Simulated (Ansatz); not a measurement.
# BClH6N2: the cost of one run

Program: Ansatz 0.2.0. Level of theory: RKS BLYP-D4/def2-SVPD. These are calculated values, not measurements.

### 1 The starting structure

Bond lengths: B1–N3 1.550 Å, N3–H4 1.060 Å, N3–H5 1.060 Å, B1–N6 1.550 Å, N6–H7 1.060 Å, N6–H8 1.060 Å, B1–Cl9 2.160 Å, Cl9–H10 1.527 Å. Angles: B1–N3–H4 120.0°, B1–N3–H5 120.0°, H4–N3–H5 120.0°, N3–B1–N6 120.0°, N3–B1–Cl9 105.4°, N6–B1–Cl9 92.8°, B1–N6–H7 120.0°, B1–N6–H8 120.0°, H7–N6–H8 120.0°, B1–Cl9–H10 58.2°.

Structure file:

```xyz
10

B     0.0000    0.0000    0.0000
H     0.0000    0.0000    1.5400
N     1.3423    0.0000   -0.7750
H     1.8089   -0.9179   -1.0268
H     1.7937    0.9179   -1.0532
N    -1.3423    0.0000   -0.7750
H    -2.0112   -0.8164   -0.6764
H    -1.5914    0.8164   -1.4036
Cl   -0.2702    2.0319    0.6811
H    -0.1156    0.8691    1.6586
```

### 2 Pulling towards end A

Springs on the bonds that form and break draw the guess towards this end; the thresholds are loose.

Contents of input.yaml:

```yaml
crystal:
  periodic: [false, false, false]
  atoms:
    - { symbol: B, position_ang: [0.0, 0.0, 0.0] }
    - { symbol: H, position_ang: [0.0, 0.0, 1.54] }
    - { symbol: "N", position_ang: [1.3423, 0.0, -0.775] }
    - { symbol: H, position_ang: [1.8089, -0.9179, -1.0268] }
    - { symbol: H, position_ang: [1.7937, 0.9179, -1.0532] }
    - { symbol: "N", position_ang: [-1.3423, 0.0, -0.775] }
    - { symbol: H, position_ang: [-2.0112, -0.8164, -0.6764] }
    - { symbol: H, position_ang: [-1.5914, 0.8164, -1.4036] }
    - { symbol: Cl, position_ang: [-0.2702, 2.0319, 0.6811] }
    - { symbol: H, position_ang: [-0.1156, 0.8691, 1.6586] }
basis:
  gaussian: { orbitals: def2-SVPD }
hamiltonian:
  xc: blyp
  dispersion: d4
relax:
  f_tol: 0.15
  max_steps: 25
  restrain:
    - { distance: [0, 8], at: 3.06, k: 30.0 }
    - { distance: [9, 1], at: 1.86, k: 30.0 }
    - { distance: [0, 1], at: 1.19, k: 30.0 }
    - { distance: [9, 8], at: 1.37, k: 30.0 }
output:
  orbitals: {}
```

Run with:

```console
$ ansatz run input.yaml --threads 4 --pin off --max-ram 5120MiB --backend cpu --events-out ev --progress --plain --runs-dir out
```

What time and memory should one allow on 4 threads of Arm Neoverse V2, shared host?

About 15 s, with a peak of 0.17 GiB.
